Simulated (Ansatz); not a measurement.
# C3H8OSi: geometry optimisation in Python

What geometry does C3H8OSi take? A script is to give a geometry optimisation; the system is C3H8OSi.

Computed with the Python package of Ansatz 0.2.0. Level of theory: CAM-B3LYP/def2-SVP.

### 1 The system

Bond lengths: O1–C2 1.417 Å, C2–C3 1.456 Å, C3–C4 1.556 Å, C3–Si5 1.850 Å, C4–Si5 1.885 Å, O1–H6 0.934 Å, C2–H7 1.086 Å, C2–H8 1.107 Å, C3–H9 1.048 Å, C4–H10 1.058 Å, C4–H11 1.124 Å, Si5–H12 1.486 Å, Si5–H13 1.519 Å. Angles (14 of 25 angles, heavy atoms first): O1–C2–C3 105.2°, C2–C3–C4 122.8°, C2–C3–Si5 119.4°, C4–C3–Si5 66.6°, C3–C4–Si5 64.2°, C3–Si5–C4 49.2°, O1–C2–H7 110.4°, O1–C2–H8 111.8°, C3–C2–H7 109.4°, C3–C2–H8 112.0°, C2–O1–H6 107.8°, C2–C3–H9 113.8°, C4–C3–H9 113.5°, Si5–C3–H9 112.7°.

The script holds or builds the structure itself.

### 2 The code

run_opt.py reads:

```python
'''Geometry optimisation of C3H8OSi.'''

import ansatz as az
from ase import Atoms
import numpy as np

BASIS = 'def2-SVP'
FUNCTIONAL = 'cam_b3lyp'

atoms = Atoms(['O', 'C', 'C', 'C', 'Si', 'H', 'H', 'H', 'H', 'H', 'H', 'H', 'H'], positions=[
    (-2.2229, -0.7697, -0.0262),
    (-1.3067, 0.1773, -0.5473),
    (0.0081, -0.42, -0.3618),
    (0.8185, -0.2793, 0.959),
    (1.5169, 0.6363, -0.5339),
    (-1.978, -0.948, 0.8571),
    (-1.4861, 0.3341, -1.6065),
    (-1.3929, 1.1554, -0.037),
    (0.1161, -1.356, -0.821),
    (1.3688, -1.102, 1.3319),
    (0.3556, 0.3842, 1.7387),
    (2.8643, 0.0403, -0.7241),
    (1.3588, 2.1128, -0.2141),
])
molecule = az.Crystal.molecule_from_ase(atoms)

model = molecule.calculation().basis(gaussian=BASIS).functional(FUNCTIONAL)
symbols = [site.symbol for site in molecule.cartesian_sites]
start = np.array([site.position_ang for site in molecule.cartesian_sites], dtype=float)
def progress(event):
    if event['event'] == 'relax_step':
        row = event['data']
        print(f'step {row["step"]:3d}  E = {row["lagrangian_ev"]:.6f} eV  largest force component {row["allowed_force_max_ev_ang"]:.4f} eV/A')


summary = model.relax(force_tolerance=0.005).session().plan().execute(on_event=progress).report
end = np.array(summary['positions_ang'])

for key in ('converged', 'free_energy_ev', 'reference_energy_ev', 'n_frozen', 'n_occupied', 'n_virtual'):
    print(f'{key:22s} {summary[key]}')

print('final positions (A) and the move of each atom')
for symbol, xyz, old in zip(symbols, end, start):
    print(f'{symbol:2s} {xyz[0]:10.5f} {xyz[1]:10.5f} {xyz[2]:10.5f}   {np.linalg.norm(xyz - old):7.4f}')

charges = summary['charge_distribution']
dipole = np.array(charges['dipole_moment_e_ang']) * 4.803205
print('dipole (D): {:.3f} {:.3f} {:.3f}, length {:.3f}'.format(*dipole, np.linalg.norm(dipole)))
print('atom  Mulliken   Lowdin')
for symbol, m, l in zip(symbols, charges['mulliken_charges_e'], charges['lowdin_charges_e']):
    print(f'{symbol:4s} {m:9.3f} {l:8.3f}')
with open('c3h8osi_opt.xyz', 'w') as handle:
    handle.write(f'{len(symbols)}\nrelaxed C3H8OSi\n')
    handle.writelines(f'{s:2s} {x:11.6f} {y:11.6f} {z:11.6f}\n' for s, (x, y, z) in zip(symbols, end))
```

### 3 The input behind the calls

The engine receives this input:

```yaml
crystal:
  periodic: [false, false, false]
  atoms:
    - { symbol: O, position_ang: [-2.2229, -0.7697, -0.0262] }
    - { symbol: C, position_ang: [-1.3067, 0.1773, -0.5473] }
    - { symbol: C, position_ang: [0.0081, -0.42, -0.3618] }
    - { symbol: C, position_ang: [0.8185, -0.2793, 0.959] }
    - { symbol: Si, position_ang: [1.5169, 0.6363, -0.5339] }
    - { symbol: H, position_ang: [-1.978, -0.948, 0.8571] }
    - { symbol: H, position_ang: [-1.4861, 0.3341, -1.6065] }
    - { symbol: H, position_ang: [-1.3929, 1.1554, -0.037] }
    - { symbol: H, position_ang: [0.1161, -1.356, -0.821] }
    - { symbol: H, position_ang: [1.3688, -1.102, 1.3319] }
    - { symbol: H, position_ang: [0.3556, 0.3842, 1.7387] }
    - { symbol: H, position_ang: [2.8643, 0.0403, -0.7241] }
    - { symbol: H, position_ang: [1.3588, 2.1128, -0.2141] }
basis:
  gaussian:
    orbitals: def2-SVP
hamiltonian:
  xc: cam_b3lyp
relax:
  f_tol: 0.005
```

### 4 The run

Launch:

```sh
$ python run_opt.py
```

**Question.** What results will this script give? Wanted: total energy; dipole moment; moves of the relaxation; energy gained; last largest force component.

The runs gave:

| quantity | value |
| --- | --- |
| total energy | -13155.6965 eV |
| dipole moment | 1.77 D |
| moves of the relaxation | 8 |
| energy gained | 0.627 eV |
| last largest force component | 0.0038 eV/Å |

What this shows: After 8 moves the largest shift is 0.252 Å, of atom 12 (H). Caveats:
- The end point is the stationary point reached from this start; no frequency run checks that it is a minimum, and the basis set is modest.
- The Löwdin charges here are taken after orthogonalising the functions within each atom; they differ from plain Löwdin charges, and their signs can be unphysical.
